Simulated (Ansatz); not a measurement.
# Sn3As: the cost of one run

Method: DFT PBE, scalar-relativistic, plane waves, PAW, in Ansatz 0.2.0.

### 1 The starting structure

It takes space group P6_3/mmc (No. 194, hexagonal). The conventional cell has a = 6.589 Å, b = 6.589 Å, c = 5.378 Å, α = 90.00°, β = 90.00°, γ = 120.00°. Sn (site symmetry mm2) is surrounded by 8 Sn at 3.26 to 3.33 Å and 4 As at 3.29 to 3.31 Å. Around As (site symmetry -6m2) lie 12 Sn at 3.29 to 3.31 Å.

As a file:

```xyz
8
Lattice="6.5890 0.0000 0.0000 -3.2945 5.7063 0.0000 0.0000 0.0000 5.3781" Properties=species:S:1:pos:R:3 pbc="T T T"
Sn    1.6301    0.9412    4.0336
Sn    4.9589    0.9412    4.0336
Sn    3.2945    3.8239    4.0336
Sn    1.6644    4.7651    1.3445
Sn   -1.6644    4.7651    1.3445
Sn    0.0000    1.8823    1.3445
As    3.2945    1.9021    1.3445
As    0.0000    3.8042    4.0336
```

Recipe of the guess: species swapped into a database cell of CdPd3 (P6_3/mmc, No. 194), with As on the Cd sites and Sn on the Pd sites. The dimensions are guesses.

### 2 The guess as it stands, on a coarse mesh

input.yaml

```yaml
crystal:
  lattice:
    - [6.58901456, 0.0, 0.0]
    - [-3.29450728, 5.70625399, 0.0]
    - [0.0, 0.0, 5.37809835]
  atoms:
    - { symbol: Sn, position: [0.32986733, 0.16493367, 0.75] }
    - { symbol: Sn, position: [0.83506633, 0.16493367, 0.75] }
    - { symbol: Sn, position: [0.83506633, 0.67013267, 0.75] }
    - { symbol: Sn, position: [0.67013267, 0.83506633, 0.25] }
    - { symbol: Sn, position: [0.16493367, 0.83506633, 0.25] }
    - { symbol: Sn, position: [0.16493367, 0.32986733, 0.25] }
    - { symbol: As, position: [0.66666667, 0.33333333, 0.25] }
    - { symbol: As, position: [0.33333333, 0.66666667, 0.75] }
basis:
  ecutwfc: 420
kpoints:
  mp_grid: { grid: [3, 3, 4] }
hamiltonian:
  xc: pbe
scf:
  occupations: { method: gaussian, width: 0.1 }
  lower_state_search: "off"
output:
  forces: true
  stress: true
  eigenvalues: true
```

The run is started by

```console
$ ansatz run input.yaml --threads 1 --pin off --max-ram 2560MiB --backend cpu --events-out ev --progress --plain --runs-dir out
```

Q: Estimate wall time and peak memory on 1 thread of Arm Neoverse V1, shared host.

About 9.7 s, with a peak of 0.47 GiB.
